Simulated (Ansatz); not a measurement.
**Re2C: further runs on the relaxed cell**

The task here is to estimate one member of a computed series from the others.

Method: DFT r2SCAN, scalar-relativistic, plane waves, PAW, in Ansatz 0.2.0.

1 further run of the same task is left out (set aside as unsound or not needed). Runs told in other sessions of the task aren't counted.

## The system as given

The structure is hexagonal, space group P6_3/mmc (No. 194). The conventional cell has a = 2.847 Å, b = 2.847 Å, c = 9.842 Å, α = 90.00°, β = 90.00°, γ = 120.00°. Around Re (site symmetry 3m) lie 3 C at 2.16 Å. C (site symmetry -6m2) is surrounded by 6 Re at 2.16 Å.

Coordinates:

```
CELL_PARAMETERS angstrom
2.84673 0.00000 0.00000
-1.42337 2.46534 0.00000
0.00000 0.00000 9.84202
ATOMIC_POSITIONS crystal
Re 0.33333 0.66667 0.60827
Re 0.66667 0.33333 0.10827
Re 0.66667 0.33333 0.39173
Re 0.33333 0.66667 0.89173
C 0.33333 0.66667 0.25000
C 0.66667 0.33333 0.75000
```

It goes back to an entry of the Materials Project.

It is the result of an earlier relaxation at this level (volume 11.51 Å³/atom; gap on the mesh: none (metal)).

The first run:

Input file input.yaml:

```yaml
crystal:
  lattice:
    - [2.817975336, 0.0, 0.0]
    - [-1.408987668, 2.4404382282, 0.0]
    - [0.0, 0.0, 9.7425993767]
  atoms:
    - { symbol: Re, position: [0.3333333333, 0.6666666667, 0.6082689111] }
    - { symbol: Re, position: [0.6666666667, 0.3333333333, 0.1082689111] }
    - { symbol: Re, position: [0.6666666667, 0.3333333333, 0.3917310889] }
    - { symbol: Re, position: [0.3333333333, 0.6666666667, 0.8917310889] }
    - { symbol: C, position: [0.3333333333, 0.6666666667, 0.25] }
    - { symbol: C, position: [0.6666666667, 0.3333333333, 0.75] }
basis:
  ecutwfc: 500
kpoints:
  mp_grid: { grid: [12, 12, 4] }
hamiltonian:
  xc: r2scan
scf:
  occupations: { method: gaussian, width: 0.1 }
output:
  forces: true
  stress: true
  eigenvalues: true
relax:
  adjacent_minimum: "off"
  f_tol: 0.01
  max_steps: 30
  cell: { stress_tol: 0.1, fix: [volume] }
```

Launch:

```bash
$ ansatz run input.yaml --threads 2 --pin off --max-ram 5120MiB --backend cpu --events-out ev --progress --plain --runs-dir out
```

Among the steps run: Point at V/V0 = 0.97; The cell scaled to 1.03 of its volume; The cell scaled to 0.94 of its volume; The cell scaled to 1.06 of its volume; Point at V/V0 = 0.91; Volume × 1.10; Point at V/V0 = 0.88.

One table of the session follows, with a row left open; its other results are not shown here.

It belongs to the step «Energy against volume». 

```
volume (Å³/atom)  energy above the lowest point (meV/atom)  pressure (GPa)
          10.131                                     274.6           71.47
          10.476                                     145.4           48.99
          10.821                                         ?               ?
          11.167                                      14.4           13.74
          11.512                                       0.0            0.00
          11.858                                      12.9          -11.66
          12.203                                      49.0          -21.54
          12.663                                     127.1          -32.39
```

**Question.** Estimate the row for volume (Å³/atom) = 10.821.

Worked estimate for «energy above the lowest point (meV/atom)». A straight line through the neighbours (10.476, 145.4) and (11.167, 14.4) gives 145.4 + (14.4 − 145.4) × (10.821 − 10.476) / (11.167 − 10.476) = 80.0; a parabola fitted to 4 rows on both sides gives 60.8.

**Answer.** energy above the lowest point (meV/atom): 60.9; pressure (GPa): 29.92. In «energy above the lowest point (meV/atom)» the line misses by +19.1 and the parabola by -0.1.
